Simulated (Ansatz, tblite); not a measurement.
**The cluster Cd7Se7: one state, many levels**

One table from this session's results is given with a row withheld; the runs are named, their logs left out.

Computed with Ansatz 0.2.0, Gaussian basis. Level: as each input shows.

The runs, in order: GFN1-xTB, GFN2-xTB, PBE-D4/def2-TZVP, r2SCAN-D4/def2-TZVP, B3LYP-D4/def2-TZVP, HF/def2-TZVP, LDA/def2-TZVP, PBE-D4/def2-SVP, PBE0-D4/def2-SVP, MP2/def2-SVP, RPA/def2-SVP.

2 further runs of the same task are left out: 1 that didn't finish, 1 set aside as unsound or not needed.

**The structure**

The geometry is that of the singlet, from an earlier relaxation (PBE-D4/def2-SVP).

14 atoms, charge 0, spin multiplicity 1.

Bond lengths: Se1–Cd9 2.670 Å, Se1–Cd10 2.669 Å, Se1–Cd13 2.671 Å, Se2–Cd8 2.575 Å, Se2–Cd11 2.576 Å, Se2–Cd12 2.575 Å, Se3–Cd11 2.417 Å, Se3–Cd13 2.602 Å, Se4–Cd8 2.417 Å, Se4–Cd9 2.602 Å, Se5–Cd9 2.671 Å, Se5–Cd10 2.670 Å, Se5–Cd14 2.670 Å, Se6–Cd12 2.417 Å, Se6–Cd14 2.602 Å, Se7–Cd10 2.670 Å, Se7–Cd13 2.670 Å, Se7–Cd14 2.670 Å. Angles: Cd9–Se1–Cd10 74.7°, Cd9–Se1–Cd13 94.8°, Cd10–Se1–Cd13 74.7°, Cd8–Se2–Cd11 89.4°, Cd8–Se2–Cd12 89.6°, Cd11–Se2–Cd12 89.5°, Cd11–Se3–Cd13 87.6°, Cd8–Se4–Cd9 87.5°, Cd9–Se5–Cd10 74.7°, Cd9–Se5–Cd14 95.0°, Cd10–Se5–Cd14 74.7°, Cd12–Se6–Cd14 87.5°, Cd10–Se7–Cd13 74.7°, Cd10–Se7–Cd14 74.7°, Cd13–Se7–Cd14 94.9°, Se2–Cd8–Se4 177.0°, Se1–Cd9–Se4 127.6°, Se1–Cd9–Se5 105.0° and more.

Cd takes a core potential in the def2 sets. No spin-orbit coupling is included.

PBE0-D4/def2-TZVP was run before; its log isn't repeated, and its numbers join the tables.

Set-up of the first run:

Tight binding, by tblite at 300 K electronic temperature and without a spin-polarisation term:

```python
tblite.interface.Calculator('GFN1-xTB', numbers, positions, charge=0, uhf=0).singlepoint()
```

Tight binding, by tblite at 300 K electronic temperature and without a spin-polarisation term:

```python
tblite.interface.Calculator('GFN2-xTB', numbers, positions, charge=0, uhf=0).singlepoint()
```

start.molden holds the orbitals of an earlier run on this state, given as this run's starting guess.

Contents of in.yaml:

```yaml
crystal:
  periodic: [false, false, false]
  atoms:
    - {symbol: Se, position_ang: [0.572919, -3.331222, 0.133761]}
    - {symbol: Se, position_ang: [-2.235808, 2.250279, -2.237220]}
    - {symbol: Se, position_ang: [1.461434, -0.752481, -3.728186]}
    - {symbol: Se, position_ang: [-3.730223, -1.465055, 0.741058]}
    - {symbol: Se, position_ang: [0.128778, -0.576323, 3.323118]}
    - {symbol: Se, position_ang: [0.757870, 3.728785, 1.471515]}
    - {symbol: Se, position_ang: [3.324818, -0.139001, 0.574760]}
    - {symbol: Cd, position_ang: [-3.069044, 0.346325, -0.716343]}
    - {symbol: Cd, position_ang: [-1.214186, -1.754479, 1.337665]}
    - {symbol: Cd, position_ang: [1.957616, -1.964848, 1.961612]}
    - {symbol: Cd, position_ang: [-0.337950, 0.720088, -3.067834]}
    - {symbol: Cd, position_ang: [-0.709234, 3.075752, -0.334992]}
    - {symbol: Cd, position_ang: [1.749690, -1.346922, -1.211534]}
    - {symbol: Cd, position_ang: [1.343320, 1.209082, 1.752620]}
basis:
  gaussian: {orbitals: def2-TZVP, fitting: {mean_field: def2-universal-jkfit}, initial_orbitals: start.molden}
hamiltonian: {xc: pbe, dispersion: d4}
scf: {omitted_lower_state_checks: [starts]}
output: {forces: true, orbitals: {seedname: orbitals}}
```

Launch:

```sh
ansatz run in.yaml --threads 2 --pin off --events-out ev --progress --plain --max-ram 32768MiB --backend cuda --devices 0, --max-vram 18GiB
```

Steps of the session up to this table: PBE-D4/def2-TZVP; r2SCAN-D4/def2-TZVP; B3LYP-D4/def2-TZVP; HF/def2-TZVP; LDA/def2-TZVP; PBE-D4/def2-SVP; PBE0-D4/def2-SVP; MP2/def2-SVP; RPA/def2-SVP.

One table of the session follows, with a row left open; its other results are not shown here.

It belongs to the step «Binding energy». 

| level | binding an atom (eV) |
| --- | --- |
| HF/def2-SVP | 1.118 |
| HF/def2-TZVP | 1.109 |
| LDA/def2-TZVP | 2.372 |
| PBE-D4/def2-SVP | ? |
| PBE-D4/def2-TZVP | 1.951 |
| r2SCAN-D4/def2-TZVP | 1.997 |
| B3LYP-D4/def2-TZVP | 1.775 |
| PBE0-D4/def2-SVP | 1.975 |
| PBE0-D4/def2-TZVP | 1.957 |
| RPA/def2-SVP | 1.596 |
| MP2/def2-SVP | 1.912 |

Q: Estimate the row for PBE-D4/def2-SVP from the others.

As computed: binding an atom (eV): 1.983. In the column «binding an atom (eV)» it lies between PBE0-D4/def2-SVP (1.975) and r2SCAN-D4/def2-TZVP (1.997).

Caveats from the session: Free atoms were run apart at each level; binding is atoms less cluster, divided by the number of atoms, without zero-point or spin-orbit terms.
